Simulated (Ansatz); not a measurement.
**Alloy of SrTiO3 and BaTiO3 (3 of 27 Sr sites exchanged), 135 atoms**

Wanted: the relaxed alloy cell and its gap (PBEsol and HSE06).

Method: density functional theory in Ansatz 0.2.0, PAW datasets, plane waves.

### 1 The system as built

135 atoms (24 Sr, 3 Ba, 27 Ti, 81 O); a = 11.703 Å, b = 11.703 Å, c = 11.703 Å, α = 90.00°, β = 90.00°, γ = 90.00°. All atoms were shaken off their sites by about 0.02 Å along each axis.

The runs, in order: (2) PBEsol cell relaxation at the single k point (½, ½, ½), on 1 × NVIDIA GB200 with 8 threads of Arm Neoverse-V2; (3) HSE06 single point at the Γ point alone, on 1 × NVIDIA GB200 with 8 threads of Arm Neoverse-V2.

### 2 PBEsol relaxation of the cell and the positions

The input, in.yaml:

```yaml
crystal:
  lattice:
    - [11.702599, 0.000000, 0.000000]
    - [0.000000, 11.702599, 0.000000]
    - [0.000000, 0.000000, 11.702599]
  atoms:
    - { symbol: Sr, position: [0.997971, 0.998611, 0.000181] }
    - { symbol: Sr, position: [0.000540, 0.000244, 0.334519] }
    - { symbol: Sr, position: [0.000696, 0.003988, 0.664159] }
    - { symbol: Sr, position: [0.999461, 0.334179, 0.001268] }
    - { symbol: Sr, position: [0.000910, 0.332528, 0.334948] }
    - { symbol: Sr, position: [0.999775, 0.331100, 0.666233] }
    - { symbol: Sr, position: [0.000850, 0.668248, 0.999505] }
    - { symbol: Sr, position: [0.998847, 0.664354, 0.332399] }
    - { symbol: Sr, position: [0.001035, 0.665819, 0.667030] }
    - { symbol: Sr, position: [0.334971, 0.000736, 0.996855] }
    - { symbol: Sr, position: [0.330770, 0.997559, 0.335446] }
    - { symbol: Sr, position: [0.333062, 0.001100, 0.666297] }
    - { symbol: Sr, position: [0.330989, 0.332649, 0.002222] }
    - { symbol: Sr, position: [0.333325, 0.668517, 0.338341] }
    - { symbol: Sr, position: [0.332792, 0.663150, 0.666243] }
    - { symbol: Sr, position: [0.666896, 0.003447, 0.999122] }
    - { symbol: Sr, position: [0.664041, 0.998324, 0.336538] }
    - { symbol: Sr, position: [0.665997, 0.998311, 0.668698] }
    - { symbol: Sr, position: [0.666270, 0.327848, 0.001680] }
    - { symbol: Sr, position: [0.665434, 0.333059, 0.332179] }
    - { symbol: Sr, position: [0.663960, 0.333480, 0.666765] }
    - { symbol: Sr, position: [0.665445, 0.667340, 0.999455] }
    - { symbol: Sr, position: [0.665398, 0.664734, 0.332904] }
    - { symbol: Sr, position: [0.665553, 0.665846, 0.667523] }
    - { symbol: Ba, position: [0.334797, 0.333073, 0.331824] }
    - { symbol: Ba, position: [0.333642, 0.332863, 0.668085] }
    - { symbol: Ba, position: [0.335295, 0.665145, 0.001423] }
    - { symbol: Ti, position: [0.167136, 0.168554, 0.167574] }
    - { symbol: Ti, position: [0.169257, 0.169191, 0.496092] }
    - { symbol: Ti, position: [0.167088, 0.166096, 0.833329] }
    - { symbol: Ti, position: [0.167848, 0.500747, 0.166830] }
    - { symbol: Ti, position: [0.166003, 0.499013, 0.498575] }
    - { symbol: Ti, position: [0.166287, 0.501585, 0.835122] }
    - { symbol: Ti, position: [0.166462, 0.831207, 0.169202] }
    - { symbol: Ti, position: [0.167759, 0.837321, 0.498293] }
    - { symbol: Ti, position: [0.166379, 0.831093, 0.836444] }
    - { symbol: Ti, position: [0.498272, 0.165497, 0.169745] }
    - { symbol: Ti, position: [0.501899, 0.167696, 0.497590] }
    - { symbol: Ti, position: [0.501989, 0.168484, 0.833380] }
    - { symbol: Ti, position: [0.500142, 0.501252, 0.168725] }
    - { symbol: Ti, position: [0.502660, 0.502353, 0.500850] }
    - { symbol: Ti, position: [0.498972, 0.499317, 0.834165] }
    - { symbol: Ti, position: [0.499134, 0.831013, 0.164392] }
    - { symbol: Ti, position: [0.499580, 0.832686, 0.503536] }
    - { symbol: Ti, position: [0.500139, 0.832730, 0.836076] }
    - { symbol: Ti, position: [0.832372, 0.167101, 0.166784] }
    - { symbol: Ti, position: [0.834692, 0.167667, 0.497217] }
    - { symbol: Ti, position: [0.836100, 0.165507, 0.832070] }
    - { symbol: Ti, position: [0.832021, 0.499096, 0.166887] }
    - { symbol: Ti, position: [0.830766, 0.496729, 0.499084] }
    - { symbol: Ti, position: [0.834553, 0.502847, 0.833518] }
    - { symbol: Ti, position: [0.836665, 0.829654, 0.165829] }
    - { symbol: Ti, position: [0.830698, 0.832214, 0.501845] }
    - { symbol: Ti, position: [0.833175, 0.833216, 0.831823] }
    - { symbol: O, position: [0.168854, 0.167847, 0.999245] }
    - { symbol: O, position: [0.166787, 0.167503, 0.335210] }
    - { symbol: O, position: [0.166481, 0.164156, 0.667971] }
    - { symbol: O, position: [0.165337, 0.499651, 0.999888] }
    - { symbol: O, position: [0.168992, 0.500101, 0.333567] }
    - { symbol: O, position: [0.168133, 0.500020, 0.664265] }
    - { symbol: O, position: [0.167694, 0.831994, 0.998933] }
    - { symbol: O, position: [0.166311, 0.831397, 0.335332] }
    - { symbol: O, position: [0.166451, 0.832232, 0.663685] }
    - { symbol: O, position: [0.502784, 0.165571, 0.998406] }
    - { symbol: O, position: [0.500003, 0.169079, 0.330892] }
    - { symbol: O, position: [0.499625, 0.168882, 0.667862] }
    - { symbol: O, position: [0.498756, 0.495497, 0.998312] }
    - { symbol: O, position: [0.501683, 0.498310, 0.334818] }
    - { symbol: O, position: [0.497968, 0.499045, 0.668778] }
    - { symbol: O, position: [0.501049, 0.833566, 0.001234] }
    - { symbol: O, position: [0.496915, 0.834103, 0.335753] }
    - { symbol: O, position: [0.497594, 0.833345, 0.666499] }
    - { symbol: O, position: [0.833262, 0.168080, 0.002191] }
    - { symbol: O, position: [0.834456, 0.165790, 0.336072] }
    - { symbol: O, position: [0.832271, 0.167302, 0.664860] }
    - { symbol: O, position: [0.834574, 0.496514, 0.998738] }
    - { symbol: O, position: [0.832432, 0.497951, 0.335398] }
    - { symbol: O, position: [0.830918, 0.500204, 0.665974] }
    - { symbol: O, position: [0.835159, 0.833609, 0.998872] }
    - { symbol: O, position: [0.833400, 0.834482, 0.338392] }
    - { symbol: O, position: [0.835508, 0.833190, 0.666003] }
    - { symbol: O, position: [0.998239, 0.161628, 0.165828] }
    - { symbol: O, position: [0.998178, 0.169196, 0.501650] }
    - { symbol: O, position: [0.000175, 0.169960, 0.832409] }
    - { symbol: O, position: [0.001767, 0.501450, 0.168163] }
    - { symbol: O, position: [0.999052, 0.498820, 0.501281] }
    - { symbol: O, position: [0.999268, 0.499085, 0.835987] }
    - { symbol: O, position: [0.001700, 0.835111, 0.167401] }
    - { symbol: O, position: [0.999886, 0.831942, 0.500602] }
    - { symbol: O, position: [0.000327, 0.833650, 0.832948] }
    - { symbol: O, position: [0.337214, 0.166363, 0.166549] }
    - { symbol: O, position: [0.332296, 0.166614, 0.499839] }
    - { symbol: O, position: [0.333515, 0.169055, 0.834050] }
    - { symbol: O, position: [0.335411, 0.499781, 0.169477] }
    - { symbol: O, position: [0.330619, 0.501329, 0.497600] }
    - { symbol: O, position: [0.335744, 0.502060, 0.834241] }
    - { symbol: O, position: [0.335428, 0.834261, 0.168392] }
    - { symbol: O, position: [0.334633, 0.835605, 0.502294] }
    - { symbol: O, position: [0.335098, 0.835025, 0.832805] }
    - { symbol: O, position: [0.667306, 0.168305, 0.166962] }
    - { symbol: O, position: [0.664348, 0.166310, 0.498147] }
    - { symbol: O, position: [0.664337, 0.165671, 0.835570] }
    - { symbol: O, position: [0.668899, 0.500143, 0.166647] }
    - { symbol: O, position: [0.665622, 0.498024, 0.502206] }
    - { symbol: O, position: [0.666332, 0.501045, 0.831936] }
    - { symbol: O, position: [0.665601, 0.835253, 0.167032] }
    - { symbol: O, position: [0.666846, 0.833987, 0.500696] }
    - { symbol: O, position: [0.667333, 0.835618, 0.834218] }
    - { symbol: O, position: [0.166910, 0.998877, 0.167183] }
    - { symbol: O, position: [0.168527, 0.998236, 0.497989] }
    - { symbol: O, position: [0.168169, 0.000423, 0.832340] }
    - { symbol: O, position: [0.166503, 0.331323, 0.167085] }
    - { symbol: O, position: [0.166560, 0.332097, 0.499890] }
    - { symbol: O, position: [0.168099, 0.333557, 0.833976] }
    - { symbol: O, position: [0.166982, 0.664349, 0.164534] }
    - { symbol: O, position: [0.167065, 0.666093, 0.499871] }
    - { symbol: O, position: [0.168661, 0.664491, 0.834494] }
    - { symbol: O, position: [0.498083, 0.001254, 0.166399] }
    - { symbol: O, position: [0.500521, 0.997903, 0.498306] }
    - { symbol: O, position: [0.503016, 0.997987, 0.833200] }
    - { symbol: O, position: [0.500005, 0.331748, 0.168386] }
    - { symbol: O, position: [0.499390, 0.334232, 0.497582] }
    - { symbol: O, position: [0.497719, 0.329841, 0.832479] }
    - { symbol: O, position: [0.500242, 0.667632, 0.165842] }
    - { symbol: O, position: [0.499790, 0.668800, 0.497158] }
    - { symbol: O, position: [0.503567, 0.665121, 0.833683] }
    - { symbol: O, position: [0.833073, 0.000476, 0.168377] }
    - { symbol: O, position: [0.831640, 0.999563, 0.501681] }
    - { symbol: O, position: [0.833888, 0.000710, 0.836419] }
    - { symbol: O, position: [0.832369, 0.332932, 0.165577] }
    - { symbol: O, position: [0.834108, 0.332441, 0.499177] }
    - { symbol: O, position: [0.832169, 0.336797, 0.832071] }
    - { symbol: O, position: [0.834047, 0.666674, 0.165849] }
    - { symbol: O, position: [0.832046, 0.667340, 0.497930] }
    - { symbol: O, position: [0.833433, 0.664854, 0.835585] }
kpoints:
  mp_grid: { grid: [1, 1, 1], shift: [0.5, 0.5, 0.5] }
hamiltonian:
  xc: pbesol
scf:
  occupations: { method: fermi_dirac, width: 0.01 }
relax:
  f_tol: 0.03
  max_steps: 80
  escape_saddle: false
  adjacent_minimum: "off"
  cell: { fix: [shape] }
output:
  forces: true
  eigenvalues: true
  populations: true
```

Started as:

```
$ ansatz run in.yaml --threads 8 --pin off --max-ram 118750MiB --runs-dir r --events-out ev --progress --plain --backend cuda --devices 0, --max-vram 170GiB
```

After this run come: HSE06 single point.

**Question.** What will these runs give? Wanted: for each run, top filled to lowest empty.

**Answer**, as computed:

```
             level         time   k points  top filled to lowest empty (eV)
PBEsol, relaxation  7.2 s (GPU)  (½, ½, ½)                             2.76
             HSE06   65 s (GPU)          Γ                             3.61
```

| quantity | value |
| --- | --- |
| relaxation | 5 recorded steps, 1.29 eV gained |
| largest shift | 0.09 Å (Ti29) |
| relaxed cell | a = 11.696 Å, b = 11.696 Å, c = 11.696 Å, α = 90.00°, β = 90.00°, γ = 90.00° |
| mean bonds | Ba–O 2.789, O–Sr 2.753, O–Ti 1.949 Å |

**What this shows.** The relaxation lowers the energy by 1.29 eV; the largest shift is 0.09 Å (Ti29), while the volume changes by -0.2 %. The mean lengths of the listed bonds run from O–Ti 1.95 Å to Ba–O 2.79 Å. The relaxation ran on other k points, so part of any difference from the later rows can come from the mesh. With one k point the spacing samples only the states that fold onto it, so it can exceed the gap over the zone.
